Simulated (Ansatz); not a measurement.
# SiSnH5+: one structure at several levels

An exercise on one series of results from a longer session: the logs are not shown, and one member is left open.

Computed with Ansatz 0.2.0, Gaussian basis. Level: single points in def2-TZVPP.

Cores are frozen in the correlated methods. Filled d shells of the heavier atoms are correlated. Core potentials replace the inner electrons past krypton, and spin-orbit coupling is left out.

## The system as given

SMILES `[SiH3][SnH2+]`, 7 atoms, charge 1, spin multiplicity 1.

Atoms are counted from 1 here; the program's logs count them from 0.

Bond lengths: Si1–Sn2 2.724 Å, Si1–H3 1.616 Å, Si1–H4 1.543 Å, Si1–H5 1.512 Å, Sn2–H6 1.808 Å, Sn2–H7 1.689 Å. Angles: Sn2–Si1–H3 102.1°, Sn2–Si1–H4 107.4°, Sn2–Si1–H5 105.3°, H3–Si1–H4 119.7°, H3–Si1–H5 110.7°, H4–Si1–H5 110.3°, Si1–Sn2–H6 131.9°, Si1–Sn2–H7 129.3°, H6–Sn2–H7 98.5°.

Coordinates:

```xyz
7

Si   -0.8426   -0.7651   -0.7587
Sn    0.9458    0.6756    0.7054
H    -2.0660   -0.9459    0.2819
H    -0.1053   -2.0101   -1.2938
H    -1.2423    0.1406   -1.9018
H     0.7273    1.8576    2.0554
H     2.6154    0.8331    0.5019
```

The first run:

Input file run/in.yaml:

```yaml
crystal:
  periodic: [false, false, false]
  atoms:
    - {symbol: Si, position_ang: [-0.842600, -0.765100, -0.758700]}
    - {symbol: Sn, position_ang: [0.945800, 0.675600, 0.705400]}
    - {symbol: H, position_ang: [-2.066000, -0.945900, 0.281900]}
    - {symbol: H, position_ang: [-0.105300, -2.010100, -1.293800]}
    - {symbol: H, position_ang: [-1.242300, 0.140600, -1.901800]}
    - {symbol: H, position_ang: [0.727300, 1.857600, 2.055400]}
    - {symbol: H, position_ang: [2.615400, 0.833100, 0.501900]}
basis:
  gaussian: {orbitals: def2-TZVPP}
total_charge: 1
correlation: {method: ccsd_t}
output: {forces: true}
```

The command line of these runs was not kept.

Among the steps run: CCSD(T)/def2-TZVPP; PBE0-D4/def2-TZVPP; wB97M-V/def2-TZVPP; r2SCAN-D4/def2-TZVPP; PBE-D4/def2-TZVPP; revPBE-D4/def2-TZVPP; BLYP-D4/def2-TZVPP.

One of the session's tables, all rows but one given; the rest of the session is left out.

```
   method  RMS force component (eV/Å)  angle to CCSD(T) forces (°)
  CCSD(T)                       0.716                    reference
  PBE0-D4                       0.676                          5.2
  wB97M-V                       0.753                          1.9
r2SCAN-D4                       0.674                          5.1
   PBE-D4                       0.603                         13.3
revPBE-D4                       0.598                         13.8
  BLYP-D4                           ?                            ?
```

Q: Estimate the row for BLYP-D4 from the others.

The run gave: RMS force component (eV/Å): 0.631; angle to CCSD(T) forces (°): 12.9. In the column «RMS force component (eV/Å)» it lies between PBE-D4 (0.603) and r2SCAN-D4 (0.674).
